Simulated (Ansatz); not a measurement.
# CH9NO2Si: the cost of one run

Program: Ansatz 0.2.0. Level of theory: UKS B3LYP-D4/STO-3G. These are calculated values, not measurements.

## (1) The system as given

Bond lengths: Si1–O2 2.071 Å, Si1–H3 1.454 Å, Si1–H4 1.455 Å, Si1–N5 1.728 Å, Si1–O7 2.067 Å, O7–C8 1.390 Å, O2–H9 0.955 Å, N5–H10 1.006 Å, N5–H11 1.008 Å, C8–H12 1.094 Å, C8–H13 1.095 Å, C8–H14 1.095 Å. Angles (14 of 21 angles, heavy atoms first): O2–Si1–N5 170.3°, O2–Si1–O7 70.2°, N5–Si1–O7 101.1°, Si1–O7–C8 118.5°, Si1–O2–H9 119.1°, O2–Si1–H3 81.2°, O2–Si1–H4 87.9°, H3–Si1–N5 98.1°, H3–Si1–O7 108.4°, H4–Si1–N5 98.2°, H4–Si1–O7 100.8°, Si1–N5–H10 121.7°, Si1–N5–H11 121.6°, O7–C8–H12 109.6°.

As a file:

```xyz
14

Si   -0.0937   -0.5654    1.0066
O     1.8059   -1.1647    0.4412
H    -0.4389   -1.8283    0.3747
H     0.5024    0.0082    2.2032
N    -1.6961    0.0494    1.2104
H     1.5653   -0.1602   -0.3060
O     0.6422    0.7112   -0.4426
C    -0.0025    0.7601   -1.6734
H     2.5476   -0.9458    1.0020
H    -1.8707    0.9301    1.6642
H    -2.4260   -0.1479    0.5431
H    -1.0055    1.1768   -1.5460
H    -0.0934   -0.2316   -2.1275
H     0.5634    1.4081   -2.3501
```

## (2) Run 1

150 steps of 0.5 fs at constant energy, with velocities drawn for 100 K.

Contents of input.yaml:

```yaml
crystal:
  periodic: [false, false, false]
  atoms:
    - { symbol: Si, position_ang: [-0.0937, -0.5654, 1.0066] }
    - { symbol: O, position_ang: [1.8059, -1.1647, 0.4412] }
    - { symbol: H, position_ang: [-0.4389, -1.8283, 0.3747] }
    - { symbol: H, position_ang: [0.5024, 0.0082, 2.2032] }
    - { symbol: "N", position_ang: [-1.6961, 0.0494, 1.2104] }
    - { symbol: H, position_ang: [1.5653, -0.1602, -0.306] }
    - { symbol: O, position_ang: [0.6422, 0.7112, -0.4426] }
    - { symbol: C, position_ang: [-0.0025, 0.7601, -1.6734] }
    - { symbol: H, position_ang: [2.5476, -0.9458, 1.002] }
    - { symbol: H, position_ang: [-1.8707, 0.9301, 1.6642] }
    - { symbol: H, position_ang: [-2.426, -0.1479, 0.5431] }
    - { symbol: H, position_ang: [-1.0055, 1.1768, -1.546] }
    - { symbol: H, position_ang: [-0.0934, -0.2316, -2.1275] }
    - { symbol: H, position_ang: [0.5634, 1.4081, -2.3501] }
magnetization:
  spin_polarized: true
basis:
  gaussian: { orbitals: STO-3G }
hamiltonian:
  xc: b3lyp
  dispersion: d4
md:
  timestep: 0.5
  n_steps: 150
  ensemble: nve
  temperature: 100.0
  initial_velocities: maxwell_boltzmann
  seed: 348431
```

Launch:

```
$ ansatz run input.yaml --threads 1 --pin off --max-ram 2048MiB --backend cpu --events-out ev --progress --plain --runs-dir out
```

**Question.** How long does this run take on 1 thread of Arm Neoverse N1, shared host, and how much memory does it need?

About 18 min, with a peak of 0.16 GiB.
